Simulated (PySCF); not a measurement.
# C6H15PS: the cost of one run

The runs use PySCF 2.14.0, with density-fitted response routines of our own; the level of theory stands in each step. All values are computed, except where a source is named. Atoms count from 0, in the outputs and in this text.

### Step 1. The starting structure

23 atoms, charge 0, multiplicity 1; geometry from: GFN2-xTB. The atoms were then displaced at random by about 0.01 Å, so the start is not that level's minimum.

Bonds of the start (Å): C0–C1 1.53, C1–P2 1.86, P2–S3 1.95, P2–C4 1.85, C4–C5 1.52, P2–C6 1.84, C6–C7 1.53, C0–H8 1.09, C0–H9 1.12, C0–H10 1.06, C1–H11 1.08, C1–H12 1.07, C4–H13 1.08, C4–H14 1.10, C5–H15 1.10, C5–H16 1.08, C5–H17 1.10, C6–H18 1.09, C6–H19 1.13, C7–H20 1.10, C7–H21 1.08, C7–H22 1.10.

### Step 2. Relaxing the molecule at PBE0-D3(BJ)/def2-SVP

The job: settings as JSON, then the geometry in Å.

```
{"job": {"xc": "PBE0", "basis": "def2-SVP", "d3": "d3bj", "grid": 1, "shake": 0.01, "kind": "geom"}, "charge": 0, "multiplicity": 1}
C      2.734280     0.529090     0.622450
C      1.774230    -0.221790    -0.303150
P      0.137600    -0.543330     0.525510
S      0.332850    -1.511610     2.202110
C     -0.800320    -1.433980    -0.793660
C     -2.228110    -1.694550    -0.333290
C     -0.648550     1.101000     0.754830
C     -0.817880     1.957890    -0.499630
H      2.763170     0.064170     1.606370
H      2.357060     1.569890     0.781400
H      3.707690     0.596650     0.207170
H      1.624520     0.306180    -1.239120
H      2.170530    -1.194540    -0.529850
H     -0.787180    -0.857450    -1.708350
H     -0.270680    -2.382350    -0.939570
H     -2.803200    -0.764530    -0.272600
H     -2.718900    -2.368060    -1.022530
H     -2.223320    -2.149790     0.664470
H     -0.061260     1.618710     1.508860
H     -1.648180     0.888370     1.226470
H     -1.352830     2.883740    -0.247210
H      0.135880     2.180110    -0.947180
H     -1.429720     1.449730    -1.260690
```

Started as:

```console
$ OMP_NUM_THREADS=1 python probes_run.py task.json out
```

This one command runs all jobs of the session in turn.

Q: Estimate the wall time and peak memory of this first job on 1 thread of Intel Xeon Platinum 8259CL at 2.50GHz, shared host.

About 3.5 min, with a peak of 0.92 GiB.
